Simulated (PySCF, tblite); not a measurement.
# C5H7F3: geometry, infrared bands and NMR shifts

Aim: predict the infrared bands and NMR shifts of C5H7F3 (`FCC(F)(F)C1CC1`).

Computed with tblite 0.8.0 and PySCF 2.14.0, with density-fitted response routines of our own, on a single molecule in the gas phase. Atoms are numbered from 0 throughout.

## Step 1: Starting geometry

15 atoms, charge 0, multiplicity 1; geometry from: force field or distance geometry start.

Bonds of the start (Å): F0–C1 1.40, C1–C2 1.53, C2–F3 1.39, C2–F4 1.36, C2–C5 1.50, C5–C6 1.49, C6–C7 1.52, C7–C5 1.53, C1–H8 1.12, C1–H9 1.08, C5–H10 1.10, C6–H11 1.13, C6–H12 1.09, C7–H13 1.08, C7–H14 1.10.

## Step 2: Relaxing the molecule with GFN2-xTB

Job settings and geometry (Å):

```
{"job": {"kind": "relax", "xc": "GFN2-xTB", "basis": "xTB"}, "charge": 0, "multiplicity": 1}
F     -2.268800    -0.080800     1.054700
C     -1.968600     0.385100    -0.230400
C     -0.760100    -0.416000    -0.731900
F     -0.481400     0.070300    -2.009300
F     -0.988600    -1.754800    -0.751400
C      0.350400    -0.121700     0.238900
C      1.708900    -0.721900     0.069000
C      1.459200     0.699400    -0.411400
H     -1.563500     1.420900    -0.076000
H     -2.804700     0.375000    -0.911000
H      0.011800     0.173400     1.246600
H      2.307900    -0.853600     1.020800
H      1.755900    -1.509100    -0.686600
H      1.779100     1.560400     0.160900
H      1.458100     0.781500    -1.510500
```

Launch:

```bash
OMP_NUM_THREADS=1 python probes_run.py task.json out
```

The driver reads the jobs from task.json and runs them one after another.

**Question.** This job is followed by: GFN2-xTB harmonic vibrations, gas phase; GIAO PBE0/pcSseg-1 NMR shielding, non-relativistic, gas phase. What will the session give for the following? strongest single infrared mode (GFN2-xTB); zero-point energy (GFN2-xTB); 13C shifts against TMS (PBE0/pcSseg-1, means over atoms taken as alike); 1H shifts against TMS (PBE0/pcSseg-1, means over atoms taken as alike); 19F shifts against CFCl3 (PBE0/pcSseg-1, means over atoms taken as alike).

The runs gave:

```
                                                                 quantity                       value
                                strongest single infrared mode (GFN2-xTB)        1069 cm⁻¹, 99 km/mol
                                             zero-point energy (GFN2-xTB)               70.1 kcal/mol
  13C shifts against TMS (PBE0/pcSseg-1, means over atoms taken as alike)  128.0, 88.9, 15.1, 3.4 ppm
   1H shifts against TMS (PBE0/pcSseg-1, means over atoms taken as alike)  4.85, 1.64, 0.77, 0.68 ppm
19F shifts against CFCl3 (PBE0/pcSseg-1, means over atoms taken as alike)          -134.3, -266.8 ppm
```

**Reading.** Over 88 steps the energy fell by 0.584 eV; of the close pairs, C6–H11 changed most, 1.132 to 1.078 Å. No mode is imaginary among the 39: a minimum at this level. The strongest single mode, at 1069 cm⁻¹, moves mainly C1 and F0. Unscaled tight-binding wavenumbers are off by several per cent, some by more. Its intensities can rank the bands wrongly. The most deshielded hydrogen is H8, H9 (mean) (hydrogen on an sp3 CH2 bonded to F), at 4.85 ppm: its carbon carries F, which withdraws density. At PBE0/pcSseg-1: Shielding is most anisotropic at F3, F4 (span 172 ppm, paramagnetic term -169 ppm).
